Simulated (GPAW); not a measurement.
Crystal: Ta3N.

```
CELL_PARAMETERS angstrom
3.03222 0.00000 0.00000
-1.51611 2.62598 0.00000
0.00000 0.00000 7.52414
ATOMIC_POSITIONS crystal
Ta 0.66667 0.33333 0.82607
Ta 0.33333 0.66667 0.17393
Ta 0.00000 0.00000 0.50000
N 0.00000 0.00000 0.00000
```

The cell comes from a database or a generator and needn't be the stable form of this composition.

Base run:

- Program: GPAW 26.7.0
- Functional: LDA
- Potentials or basis: the program's PAW data sets (release 1.2.1) made for this functional
- Cutoff: 600 eV
- Basis: pw
- k mesh: 8 × 8 × 3
- Occupations: fermi-dirac, width 0.05 eV
- Spin: no spin polarisation

Its results: pressure -16.3 GPa; largest force 0.599 eV/Å.

**Question.** The run is repeated on the same cell with these changes: cutoff from 600 eV to 800 eV; k mesh from 8 × 8 × 3 to 7 × 7 × 3. What comes out?

**Answer.** Pressure -14.0 GPa; largest force 0.739 eV/Å.

Caveats: the cutoff is short for stress and forces, so pressures can be off by a GPa or more (some runs); so large a pressure means that the cell lies far from this level's equilibrium, or that cutoff or potentials fall short (some runs).

Not every run made on this cell is shown here.
